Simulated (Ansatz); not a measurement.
# CH5CdNO, SMILES C[O][Cd][NH2]: a geometry optimisation

Program: the Python package of Ansatz (0.2.0).

The script, `opt_ch5cdno.py`:
```python
# -*- coding: utf-8 -*-
"""Relax the CH5CdNO molecule."""

import ansatz as az
from ase import Atoms
import numpy as np

atoms = Atoms(["C", "O", "Cd", "N", "H", "H", "H", "H", "H"], positions=[
    [-0.77215, -0.14242, 1.77162],
    [-0.30582, -0.31045, 0.46691],
    [0.60165, 1.02383, -0.72844],
    [0.81505, 0.25144, -2.60491],
    [0.03872, 0.08, 2.48024],
    [-1.232, -1.08994, 2.07704],
    [-1.53854, 0.64283, 1.84678],
    [0.60607, -0.72841, -2.39275],
    [1.78701, 0.27312, -2.91649],
])
system = az.Crystal.molecule_from_ase(atoms)

calculation = system.calculation().basis(gaussian="def2-SVP").functional("pbe0")
symbols = [site.symbol for site in system.cartesian_sites]
start = np.array([site.position_ang for site in system.cartesian_sites], dtype=float)
r = calculation.relax(force_tolerance=0.005, max_steps=100).run(threads=1).report
end = np.array(r["positions_ang"])

print("reference energy %16.6f eV" % r["reference_energy_ev"])
print("total energy     %16.6f eV" % r["free_energy_ev"])
print("occupied orbitals outside the frozen core (up, down):", r["n_occupied"], " frozen:", r["n_frozen"], " virtual:", r["n_virtual"])

print("final positions (A) and the move of each atom")
for symbol, xyz, old in zip(symbols, end, start):
    print(f"{symbol:2s} {xyz[0]:10.5f} {xyz[1]:10.5f} {xyz[2]:10.5f}   {np.linalg.norm(xyz - old):7.4f}")
```

`python opt_ch5cdno.py` gives:
```text
reference energy     -9209.976727 eV
total energy         -9209.976727 eV
occupied orbitals outside the frozen core (up, down): [23, 23]  frozen: 0  virtual: [75, 75]
final positions (A) and the move of each atom
C    -0.82005   -0.07722    1.89893    0.1508
O    -0.40561   -0.90712    0.86518    0.7243
Cd    0.34855   -0.25611   -0.83168    1.3088
N     1.10923    0.45059   -2.53956    0.3612
H    -0.01033    0.55212    2.32641    0.4990
H    -1.20270   -0.69687    2.73297    0.7652
H    -1.64510    0.61346    1.62197    0.2505
H     0.56398    0.18752   -3.35956    1.3325
H     2.06201    0.13362   -2.71467    0.3685
```

Total energies depend on the basis set; only differences at equal settings carry meaning. The end point is the stationary point reached from this start; no frequency run checks that it is a minimum, and the basis set is modest. def2 sets replace the cores of elements past krypton by effective core potentials. Hardware and time: 2.2 min on 1 thread of Arm Neoverse V1, with other jobs on the host, peak memory 0.28 GiB.

(A comment or docstring line of the script was reworded after the run, the code is as it ran; lines on the test bed's own set-up are left out of the output.)
